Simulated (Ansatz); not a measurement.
**MgPd: how the settings move a single-point run**

Aim: see which settings change the result for MgPd, by how much, and at what cost.

Method: reference: DFT, r2SCAN, all-electron PAW with datasets made for the crystal, scalar-relativistic, in Ansatz 0.2.0.

1 further run of the same task is left out (set aside as unsound or not needed).

## (1) The structure to begin with

It takes space group R3m (No. 160, trigonal). Conventional cell: a = 4.469 Å, b = 4.469 Å, c = 5.473 Å, α = 90.00°, β = 90.00°, γ = 120.00°. Mg (site symmetry 3m) is surrounded by 1 Pd at 1.92 Å. Around Pd (site symmetry 3m) lie 1 Mg at 1.92 Å.

Coordinates:

```
CELL_PARAMETERS angstrom
3.16000 0.00000 0.00000
0.00000 3.16000 0.00000
0.00000 0.00000 3.16000
ATOMIC_POSITIONS crystal
Mg 0.92500 0.92500 0.92500
Pd 0.57500 0.57500 0.57500
```

## (2) Reference

Contents of input.yaml:

```yaml
crystal:
  lattice:
    - [3.16, 0.0, 0.0]
    - [0.0, 3.16, 0.0]
    - [0.0, 0.0, 3.16]
  atoms:
    - { symbol: Mg, position: [-0.075, -0.075, -0.075] }
    - { symbol: Pd, position: [0.575, 0.575, 0.575] }
kpoints:
  mp_grid: { grid: [10, 10, 10] }
scf:
  occupations: { method: fermi_dirac, width: 0.05 }
hamiltonian:
  xc: r2scan
  pseudopotentials: { kind: all_electron, datasets: crystal }
output:
  forces: true
  stress: true
  eigenvalues: true
  efg: { contact_densities: true }
```

Command:

```sh
$ ansatz run input.yaml --threads 1 --pin off --max-ram 2048MiB --backend cpu --events-out ev --progress --plain --runs-dir out
```

## (3) Variant: occupations.width 0.005, dispersion d4

Edit input.yaml of step 2 so:

```diff
@@ -11,3 +11,3 @@
 scf:
-  occupations: { method: fermi_dirac, width: 0.05 }
+  occupations: { method: fermi_dirac, width: 0.005 }
 hamiltonian:
@@ -15,2 +15,3 @@
   pseudopotentials: { kind: all_electron, datasets: crystal }
+  dispersion: d4
 output:
```

Before running it: what results should come out? Wanted: for each run, ending; energy change; pressure; gap; force.

**Answer**, as computed:

| run | ending | energy change | pressure (GPa) | gap (eV) | force (eV/Å) | cycles | time |
| --- | --- | --- | --- | --- | --- | --- | --- |
| reference | converged | 0 | 30.9 | 0.00 | 9.83 | 9 | 57 s |
| 1: occupations.width 0.005, dispersion d4 | converged | -89.8 meV/atom (σ→0) (offset of the dispersion model) | 30.1 | 0.00 | 9.83 | 9 | 56 s |

Residual by cycle in the longest SCF loop of each run; runs are numbered as in the table. The quantity is the density residual dr2, in eV.

| cycle | reference | run 1 |
| --- | --- | --- |
| 1 | 0.5 | 0.499 |
| 2 | 0.202 | 0.0749 |
| 3 | 0.29 | 0.284 |
| 4 | 0.00617 | 0.00372 |
| 5 | 0.0025 | 1.9e-4 |
| 6 | 3.3e-5 | 2.2e-5 |
| 7 | 4.3e-6 | 2.0e-6 |
| 8 | 1.5e-6 | 9.7e-8 |
| 9 | 3.0e-8 | 1.4e-8 |

What this shows: The energy moves by -89.8 meV/atom, nearly all of it the dispersion term itself (-89.8 meV/atom); that offset belongs to the model and is no gain or loss of stability; the pressure goes from 30.9 to 30.1 GPa. The structure is not at rest: the sound run finds 31 GPa, so these are no properties of the relaxed crystal. 
